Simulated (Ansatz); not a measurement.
# C12H18Si2: the cost of one run

Method: the settings change from run to run; program: Ansatz 0.2.0, Gaussian basis.

4 further runs of the same task are left out: 4 that didn't finish.

**1. The geometry**

The geometry comes from an earlier relaxation with PBE-D4/def2-SVP; it is a stationary point, not always the lowest conformer.

SMILES `C[Si]1(C)C=CC=C1C1=CC=C[Si]1(C)C`, 32 atoms, charge 0, spin multiplicity 1.

Atoms are counted from 1 here; the program's logs count them from 0.

Bond lengths: C1–Si2 1.892 Å, C1–H15 1.110 Å, C1–H16 1.109 Å, C1–H17 1.110 Å, Si2–C3 1.892 Å, Si2–C4 1.884 Å, Si2–C7 1.911 Å, C3–H18 1.110 Å, C3–H19 1.110 Å, C3–H20 1.109 Å, C4–C5 1.368 Å, C4–H21 1.100 Å, C5–C6 1.468 Å, C5–H22 1.105 Å, C6–C7 1.382 Å, C6–H23 1.105 Å, C7–C8 1.437 Å, C8–C9 1.382 Å and more. Angles: Si2–C1–H15 111.2°, Si2–C1–H16 110.4°, Si2–C1–H17 110.8°, H15–C1–H16 108.3°, H15–C1–H17 108.1°, H16–C1–H17 108.0°, C1–Si2–C3 111.2°, C1–Si2–C4 113.4°, C1–Si2–C7 112.6°, C3–Si2–C4 113.5°, C3–Si2–C7 112.5°, C4–Si2–C7 92.3°, Si2–C3–H18 111.2°, Si2–C3–H19 110.8°, Si2–C3–H20 110.4°, H18–C3–H19 108.1°, H18–C3–H20 108.3°, H19–C3–H20 108.0° and more.

As a file:

```mol
C12H18Si2
  3D, bonds by distance, orders not assigned

 32 33  0  0  0  0  0  0  0  0999 V2000
    2.9573    1.5518   -0.9567 C   0  0
    2.4045   -0.1417   -0.3181 Si  0  0
    2.6811   -1.4876   -1.6194 C   0  0
    3.1135   -0.5732    1.3737 C   0  0
    2.0565   -0.6655    2.2379 C   0  0
    0.7135   -0.4266    1.6961 C   0  0
    0.6145   -0.1261    0.3507 C   0  0
   -0.6140    0.1334   -0.3491 C   0  0
   -0.7127    0.4354   -1.6942 C   0  0
   -2.0563    0.6676   -2.2374 C   0  0
   -3.1141    0.5685   -1.3747 C   0  0
   -2.4047    0.1410    0.3179 Si  0  0
   -2.9470   -1.5555    0.9572 C   0  0
   -2.6917    1.4862    1.6177 C   0  0
    4.0361    1.5497   -1.2168 H   0  0
    2.7873    2.3298   -0.1855 H   0  0
    2.3849    1.8376   -1.8632 H   0  0
    3.7517   -1.5594   -1.9021 H   0  0
    2.0963   -1.2733   -2.5377 H   0  0
    2.3573   -2.4737   -1.2299 H   0  0
    4.1498   -0.7375    1.7051 H   0  0
    2.1703   -0.9083    3.3099 H   0  0
   -0.1662   -0.4926    2.3618 H   0  0
    0.1673    0.5059   -2.3588 H   0  0
   -2.1700    0.9122   -3.3090 H   0  0
   -4.1506    0.7296   -1.7070 H   0  0
   -2.7774   -2.3319    0.1843 H   0  0
   -4.0243   -1.5590    1.2236 H   0  0
   -2.3683   -1.8391    1.8604 H   0  0
   -2.3677    2.4731    1.2304 H   0  0
   -3.7645    1.5556    1.8928 H   0  0
   -2.1126    1.2735    2.5400 H   0  0
  1  2  8  0
  1 15  8  0
  1 16  8  0
  1 17  8  0
  2  3  8  0
  2  4  8  0
  2  7  8  0
  3 18  8  0
  3 19  8  0
  3 20  8  0
  4  5  8  0
  4 21  8  0
  5  6  8  0
  5 22  8  0
  6  7  8  0
  6 23  8  0
  7  8  8  0
  8  9  8  0
  8 12  8  0
  9 10  8  0
  9 24  8  0
 10 11  8  0
 10 25  8  0
 11 12  8  0
 11 26  8  0
 12 13  8  0
 12 14  8  0
 13 27  8  0
 13 28  8  0
 13 29  8  0
 14 30  8  0
 14 31  8  0
 14 32  8  0
M  END
```

**2. SPW92/def2-mTZVP**

This run has charge +1, multiplicity 2.

The input, in.yaml:

```yaml
crystal:
  periodic: [false, false, false]
  atoms:
    - {symbol: C, position_ang: [2.957322, 1.551830, -0.956654]}
    - {symbol: Si, position_ang: [2.404542, -0.141676, -0.318122]}
    - {symbol: C, position_ang: [2.681054, -1.487609, -1.619378]}
    - {symbol: C, position_ang: [3.113531, -0.573158, 1.373655]}
    - {symbol: C, position_ang: [2.056482, -0.665469, 2.237893]}
    - {symbol: C, position_ang: [0.713478, -0.426638, 1.696103]}
    - {symbol: C, position_ang: [0.614542, -0.126108, 0.350671]}
    - {symbol: C, position_ang: [-0.613956, 0.133359, -0.349055]}
    - {symbol: C, position_ang: [-0.712737, 0.435428, -1.694161]}
    - {symbol: C, position_ang: [-2.056319, 0.667622, -2.237380]}
    - {symbol: C, position_ang: [-3.114084, 0.568539, -1.374748]}
    - {symbol: Si, position_ang: [-2.404674, 0.141022, 0.317930]}
    - {symbol: C, position_ang: [-2.947045, -1.555500, 0.957200]}
    - {symbol: C, position_ang: [-2.691710, 1.486230, 1.617721]}
    - {symbol: H, position_ang: [4.036065, 1.549658, -1.216827]}
    - {symbol: H, position_ang: [2.787339, 2.329821, -0.185476]}
    - {symbol: H, position_ang: [2.384866, 1.837569, -1.863215]}
    - {symbol: H, position_ang: [3.751735, -1.559360, -1.902119]}
    - {symbol: H, position_ang: [2.096319, -1.273340, -2.537686]}
    - {symbol: H, position_ang: [2.357299, -2.473701, -1.229900]}
    - {symbol: H, position_ang: [4.149770, -0.737461, 1.705125]}
    - {symbol: H, position_ang: [2.170342, -0.908292, 3.309897]}
    - {symbol: H, position_ang: [-0.166188, -0.492590, 2.361807]}
    - {symbol: H, position_ang: [0.167334, 0.505851, -2.358807]}
    - {symbol: H, position_ang: [-2.169955, 0.912151, -3.308985]}
    - {symbol: H, position_ang: [-4.150568, 0.729583, -1.707011]}
    - {symbol: H, position_ang: [-2.777351, -2.331852, 0.184293]}
    - {symbol: H, position_ang: [-4.024280, -1.558981, 1.223632]}
    - {symbol: H, position_ang: [-2.368302, -1.839135, 1.860367]}
    - {symbol: H, position_ang: [-2.367717, 2.473074, 1.230402]}
    - {symbol: H, position_ang: [-3.764511, 1.555585, 1.892779]}
    - {symbol: H, position_ang: [-2.112644, 1.273550, 2.540039]}
basis:
  gaussian: {orbitals: def2-mTZVP}
total_charge: 1
magnetization: {spin_polarized: true, initial_magnetization: 1}
hamiltonian: {xc: {name: SPW92}}
```

On the command line:

```sh
ansatz run in.yaml --threads 4 --pin off --events-out ev --progress --plain --max-ram 6963MiB
```

**Question.** How long does this run take on 4 threads of Arm Neoverse V1, shared host, and how much memory does it need?

About 18 s, with a peak of 1.1 GiB.
